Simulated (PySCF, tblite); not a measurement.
**C4H9AlO: geometry, infrared bands and NMR shifts**

Wanted: the infrared bands and NMR shifts of C4H9AlO (`CC/C=C/[O][AlH2]`), by calculation.

Computed with tblite 0.8.0 and PySCF 2.14.0, with density-fitted response routines of our own, on a single molecule in the gas phase. Atoms count from 0, in the outputs and in this text.

## 1. The molecule as given

15 atoms, charge 0, multiplicity 1; geometry from: force field or distance geometry start.

Bonds of the start (Å): C0–C1 1.50, C1–C2 1.52, C2–C3 1.32, C3–O4 1.39, O4–Al5 1.83, C0–H6 1.12, C0–H7 1.12, C0–H8 1.12, C1–H9 1.10, C1–H10 1.10, C2–H11 1.08, C3–H12 1.08, Al5–H13 1.63, Al5–H14 1.62.

## 2. Optimising the geometry with GFN2-xTB

What the job is given:

```
{"job": {"kind": "relax", "xc": "GFN2-xTB", "basis": "xTB"}, "charge": 0, "multiplicity": 1}
C     -2.324400    -0.158300     0.180200
C     -1.354800     0.111800    -0.928600
C      0.082700     0.145400    -0.445800
C      0.940300    -0.716800    -0.968100
O      2.271700    -0.774000    -0.589800
Al     3.094800     0.299000     0.644200
H     -3.360900     0.117900    -0.145300
H     -2.056700     0.460600     1.078900
H     -2.359200    -1.239400     0.453600
H     -1.645500     1.056000    -1.423400
H     -1.506300    -0.687100    -1.675300
H      0.378800     0.876600     0.294200
H      0.521200    -1.410800    -1.685300
H      4.649700     0.066100     1.063900
H      2.664000     1.861000     0.619000
```

The run is started by

```
OMP_NUM_THREADS=1 python probes_run.py task.json out
```

The driver reads the jobs from task.json and runs them one after another.

Output:

```text
step      E/eV     max force
  0    -497.94321    2.319
  1    -498.17528    1.884
  2    -498.44702    1.364
  3    -498.55868    1.201
  4    -498.68368    0.488
  5    -498.69770    0.434
  6    -498.72230    0.375
  7    -498.73630    0.447
  8    -498.75106    0.303
  9    -498.76456    0.283
 10    -498.77862    0.289
 11    -498.79129    0.337
 12    -498.80315    0.332
 13    -498.81355    0.293
 14    -498.82220    0.298
 15    -498.82969    0.333
 16    -498.83768    0.325
 17    -498.84561    0.251
 18    -498.85328    0.267
 19    -498.86081    0.215
 20    -498.86740    0.248
 21    -498.87336    0.233
 22    -498.88006    0.254
 23    -498.88765    0.273
 24    -498.89491    0.212
 25    -498.90118    0.211
 26    -498.90749    0.210
 27    -498.91570    0.252
 28    -498.92641    0.307
 29    -498.93969    0.325
 30    -498.95520    0.337
 31    -498.97302    0.389
 32    -498.99278    0.391
 33    -499.00940    0.338
 34    -499.01701    0.278
 35    -499.01985    0.224
 36    -499.02646    0.136
 37    -499.02891    0.106
 38    -499.03138    0.115
 39    -499.03345    0.153
 40    -499.03658    0.121
 41    -499.03821    0.125
 42    -499.03980    0.100
 43    -499.04081    0.092
 44    -499.04187    0.066
 45    -499.04267    0.081
 46    -499.04330    0.082
 47    -499.04397    0.079
 48    -499.04495    0.096
 49    -499.04616    0.073
 50    -499.04712    0.055
 51    -499.04761    0.039
 52    -499.04787    0.038
 53    -499.04819    0.041
 54    -499.04873    0.052
 55    -499.04946    0.062
 56    -499.05016    0.061
 57    -499.05067    0.073
 58    -499.05108    0.068
 59    -499.05152    0.057
 60    -499.05212    0.077
 61    -499.05283    0.088
 62    -499.05347    0.063
 63    -499.05397    0.054
 64    -499.05437    0.044
 65    -499.05472    0.054
 66    -499.05495    0.045
 67    -499.05509    0.024
 68    -499.05517    0.017
 69    -499.05522    0.017
 70    -499.05525    0.014
 71    -499.05527    0.010
 72    -499.05529    0.009
```

Wall time 0.32 s (1 thread of Arm Neoverse V2, shared host); peak memory 0.18 GiB.

Relaxation path: (not every step is listed)

| step | energy from step 0 (eV) | largest force (eV/Å) |
| --- | --- | --- |
| 0 | 0.0000 | 2.3190 |
| 1 | -0.2321 | 1.8843 |
| 2 | -0.5038 | 1.3643 |
| 3 | -0.6155 | 1.2010 |
| 4 | -0.7405 | 0.4878 |
| 5 | -0.7545 | 0.4340 |
| 6 | -0.7791 | 0.3749 |
| 7 | -0.7931 | 0.4467 |
| 8 | -0.8078 | 0.3032 |
| 13 | -0.8703 | 0.2926 |
| 18 | -0.9101 | 0.2672 |
| 23 | -0.9444 | 0.2728 |
| 28 | -0.9832 | 0.3070 |
| 33 | -1.0662 | 0.3381 |
| 38 | -1.0882 | 0.1148 |
| 43 | -1.0976 | 0.0924 |
| 48 | -1.1017 | 0.0957 |
| 53 | -1.1050 | 0.0412 |
| 58 | -1.1079 | 0.0684 |
| 63 | -1.1108 | 0.0541 |
| 67 | -1.1119 | 0.0236 |
| 68 | -1.1120 | 0.0175 |
| 69 | -1.1120 | 0.0165 |
| 70 | -1.1120 | 0.0142 |
| 71 | -1.1121 | 0.0105 |
| 72 | -1.1121 | 0.0087 |

Distances of close pairs at the start and the end, largest changes first:

| bond | before (Å) | after (Å) | change (Å) |
| --- | --- | --- | --- |
| O4–Al5 | 1.831 | 1.648 | -0.183 |
| Al5–H13 | 1.627 | 1.532 | -0.096 |
| Al5–H14 | 1.621 | 1.532 | -0.088 |
| C0–H7 | 1.124 | 1.087 | -0.036 |
| C0–H6 | 1.121 | 1.087 | -0.033 |
| C0–C1 | 1.498 | 1.529 | +0.032 |
| C0–H8 | 1.116 | 1.087 | -0.028 |
| C3–O4 | 1.385 | 1.357 | -0.028 |

The next job starts from the end point, and lists it.

## 3. Harmonic vibrations with GFN2-xTB

What the job is given:

```
{"job": {"kind": "ir", "xc": "GFN2-xTB", "basis": "xTB"}, "charge": 0, "multiplicity": 1}
C     -2.522816    -0.270350     0.119729
C     -1.532348     0.026116    -1.006832
C     -0.176148     0.346247    -0.465931
C      0.907559    -0.370117    -0.714763
O      2.133061    -0.080484    -0.208404
Al     3.580635     0.338117     0.457851
H     -3.506786    -0.490590    -0.287633
H     -2.607960     0.584981     0.785903
H     -2.189589    -1.126869     0.700829
H     -1.897903     0.880898    -1.582454
H     -1.468618    -0.832800    -1.676938
H     -0.100620     1.210466     0.180388
H      0.887691    -1.246362    -1.353301
H      4.650373    -0.744889     0.627771
H      3.839053     1.783625     0.896219
```

Output:

```text
mode    cm-1     km/mol
  1     -21.3      0.02
  2      78.4      0.29
  3      85.9      0.04
  4     108.6      0.43
  5     208.2      0.11
  6     259.0      0.24
  7     330.5      0.51
  8     388.7      7.05
  9     407.7     53.27
 10     474.2      4.39
 11     600.3    172.08
 12     716.2     14.11
 13     749.4      1.87
 14     820.3     55.94
 15     849.2    255.70
 16     946.6      4.35
 17     986.5     21.21
 18    1054.2     11.16
 19    1082.0      2.23
 20    1151.0      3.48
 21    1228.0      7.41
 22    1235.3    262.05
 23    1258.0    152.97
 24    1292.5     24.19
 25    1331.7     20.67
 26    1408.8      0.89
 27    1478.3      0.48
 28    1499.6      3.33
 29    1504.5      3.12
 30    1721.4     74.77
 31    1842.7    480.18
 32    1853.8     67.03
 33    2954.6     38.12
 34    2988.5     27.17
 35    3023.5     34.50
 36    3035.5     48.81
 37    3037.6     43.79
 38    3042.4     25.75
 39    3069.0     55.33
```

Wall time 0.31 s (1 thread of Arm Neoverse V2, shared host); peak memory 0.18 GiB.

Which atoms move in the most intense modes:

| cm⁻¹ | km/mol | atoms |
| --- | --- | --- |
| 600 | 172.1 | H14 42 %, H13 41 %, Al5 14 % |
| 820 | 55.9 | H9 21 %, H10 17 %, H8 16 %, H7 12 % |
| 849 | 255.7 | H13 30 %, H14 29 %, Al5 17 % |
| 1235 | 262.1 | O4 35 %, C3 25 %, H11 22 % |
| 1258 | 153.0 | H9 41 %, H11 14 %, O4 13 % |
| 1721 | 74.8 | C2 49 %, C3 46 % |
| 1843 | 480.2 | H14 58 %, H13 36 % |
| 1854 | 67.0 | H13 60 %, H14 38 % |

## 4. NMR shieldings: PBE0/pcSseg-1

The job, as its differences from that of step 3:

```diff
@@ -1,2 +1,2 @@
-{"job": {"kind": "ir", "xc": "GFN2-xTB", "basis": "xTB"}, "charge": 0, "multiplicity": 1}
+{"job": {"kind": "nmr", "xc": "PBE0", "basis": "pcSseg-1"}, "charge": 0, "multiplicity": 1}
 C     -2.522816    -0.270350     0.119729
```

Method: GIAO PBE0/pcSseg-1 NMR shielding, non-relativistic, gas phase.

Output:

```text
coarse grid: 12640 points
cycle   1  E = -474.9220319046  dE =  5.422e-01  |g| = 7.259e-01  |ddm| = 3.349e+00
cycle   2  E = -474.7568077537  dE =  1.652e-01  |g| = 1.175e+00  |ddm| = 1.346e+00
cycle   3  E = -475.0218226865  dE = -2.650e-01  |g| = 1.399e-01  |ddm| = 9.530e-01
cycle   4  E = -475.0248660236  dE = -3.043e-03  |g| = 7.113e-02  |ddm| = 1.543e-01
cycle   5  E = -475.0260901952  dE = -1.224e-03  |g| = 1.755e-02  |ddm| = 6.798e-02
cycle   6  E = -475.0261606863  dE = -7.049e-05  |g| = 4.734e-03  |ddm| = 1.596e-02
cycle   7  E = -475.0261660599  dE = -5.374e-06  |g| = 4.149e-04  |ddm| = 3.563e-03
final grid: 116280 points
cycle   8  E = -475.0722373092  dE = -2.188e-05  |g| = 1.093e-02  |ddm| = 2.276e-02
cycle   9  E = -475.0722063590  dE =  3.095e-05  |g| = 1.677e-02  |ddm| = 1.817e-02
cycle  10  E = -475.0722602996  dE = -5.394e-05  |g| = 2.177e-03  |ddm| = 1.229e-02
cycle  11  E = -475.0722613938  dE = -1.094e-06  |g| = 2.241e-04  |ddm| = 1.756e-03
cycle  12  E = -475.0722614022  dE = -8.404e-09  |g| = 1.170e-04  |ddm| = 2.621e-04
cycle  13  E = -475.0722614054  dE = -3.150e-09  |g| = 2.563e-05  |ddm| = 1.096e-04
cycle  14  E = -475.0722614055  dE = -1.615e-10  |g| = 4.132e-06  |ddm| = 2.681e-05
converged SCF energy = -475.0722614055

GIAO shielding tensors (ppm)
atom      isotropic    diamagn.    paramagn.     s11        s22        s33       span
  0 C      168.291     246.729     -78.438    155.630    163.241    186.003     30.372
  1 C      160.963     246.524     -85.561    150.163    162.609    170.116     19.953
  2 C       64.520     258.060    -193.540    -35.577     86.928    142.209    177.786
  3 C       38.302     250.484    -212.182    -60.027     80.552     94.381    154.407
  4 O      185.620     399.332    -213.712     86.398    162.431    308.032    221.634
  5 Al     398.168     795.314    -397.146    313.210    387.309    493.984    180.774
  6 H       30.469      27.630       2.839     26.132     27.695     37.580     11.448
  7 H       30.636      29.793       0.842     26.898     28.852     36.156      9.258
  8 H       30.856      30.048       0.807     27.128     29.269     36.169      9.041
  9 H       29.555      29.442       0.114     24.727     28.371     35.569     10.842
 10 H       29.882      30.844      -0.962     25.819     29.440     34.387      8.568
 11 H       26.185      34.030      -7.845     23.720     25.246     29.591      5.871
 12 H       24.792      30.817      -6.024     21.798     24.142     28.437      6.639
 13 H       27.351      28.826      -1.475     23.807     25.270     32.975      9.167
 14 H       27.208      29.298      -2.090     23.617     25.455     32.551      8.934
```

Run time: 16 s. Hardware: 1 thread of Arm Neoverse V2, shared host; peak memory 0.72 GiB.

Shifts follow as δ = σ(reference) − σ, with reference shieldings (ppm) from runs at the same level and on the same kind of geometry: 1H TMS 31.72, 13C TMS 186.9, 17O H2O 336.1, 27Al AlH4- 490.0. The references are single molecules in the gas phase, so shifts against H2O, NH3, PH3, H3PO4 or CFCl3 are not on the usual liquid scales and can be off by tens of ppm. Shifts against hydride references such as AlH4− lie on their own scale. Atoms listed in one row are averaged.

| atoms | environment | σ (ppm) | δ (ppm) |
| --- | --- | --- | --- |
| C3 | alkene carbon bearing oxygen | 38.3 | 148.6 |
| C2 | β carbon of an enol-ether or enamine type C=C | 64.5 | 122.4 |
| C1 | allylic sp3 CH2 | 161.0 | 26.0 |
| C0 | methyl carbon | 168.3 | 18.6 |
| H12 | hydrogen on an alkene carbon bearing oxygen | 24.79 | 6.92 |
| H11 | hydrogen on a β carbon of an enol-ether or enamine type C=C | 26.19 | 5.53 |
| H13, H14 | hydrogen on an aluminium bonded to O | 27.28 | 4.44 |
| H9, H10 | hydrogen on an allylic sp3 CH2 | 29.72 | 2.00 |
| H6, H7, H8 | hydrogen on a methyl carbon | 30.65 | 1.06 |
| O4 | oxygen bonded to C, Al | 185.6 | 150.5 |
| Al5 | aluminium bonded to O, 2 H | 398.2 | 91.8 |

The run also stored atomic charges by several schemes (e):

| atoms | Mulliken | IAO | Hirshfeld | ESP fit |
| --- | --- | --- | --- | --- |
| C0 | -0.28 | -0.42 | -0.12 | -0.18 |
| C1 | -0.21 | -0.25 | -0.07 | 0.22 |
| C2 | -0.26 | -0.20 | -0.07 | -0.31 |
| C3 | 0.26 | 0.06 | 0.02 | -0.09 |
| O4 | -0.72 | -0.61 | -0.27 | -0.43 |
| Al5 | 0.94 | 0.93 | 0.57 | 1.04 |

Mayer bond orders: C0–C1 1.04, C1–C2 1.04, C2–C3 1.87, C3–O4 0.90, O4–Al5 0.89.

## 5. What came out

| quantity | value |
| --- | --- |
| strongest single infrared mode (GFN2-xTB) | 1843 cm⁻¹, 480 km/mol |
| zero-point energy (GFN2-xTB) | 71.6 kcal/mol |
| 13C shifts against TMS (PBE0/pcSseg-1) | 148.6, 122.4, 26.0, 18.6 ppm |
| 1H shifts against TMS (PBE0/pcSseg-1, means over atoms taken as alike) | 6.92, 5.53, 4.44, 2.00, 1.06 ppm |
| 17O shifts against H2O (PBE0/pcSseg-1) | 150.5 ppm |
| 27Al shifts against AlH4- (PBE0/pcSseg-1) | 91.8 ppm |

In words: Over 72 steps the energy fell by 1.112 eV; of the close pairs, O4–Al5 changed most, 1.831 to 1.648 Å. The lowest mode is imaginary (21i cm⁻¹), so the xTB geometry is not a minimum. The strongest single mode, at 1843 cm⁻¹, moves mainly H14 and H13. GFN2-xTB is a fitted tight-binding method: band positions and strengths are rough. Its intensities can rank the bands wrongly. The most deshielded carbon is C3 (alkene carbon bearing oxygen), at 148.6 ppm: an sp2 carbon further deshielded by the attached heteroatom. The most deshielded hydrogen is H12 (hydrogen on an alkene carbon bearing oxygen), at 6.92 ppm: olefinic region. At PBE0/pcSseg-1: Shielding is most anisotropic at O4 (span 222 ppm, paramagnetic term -214 ppm).
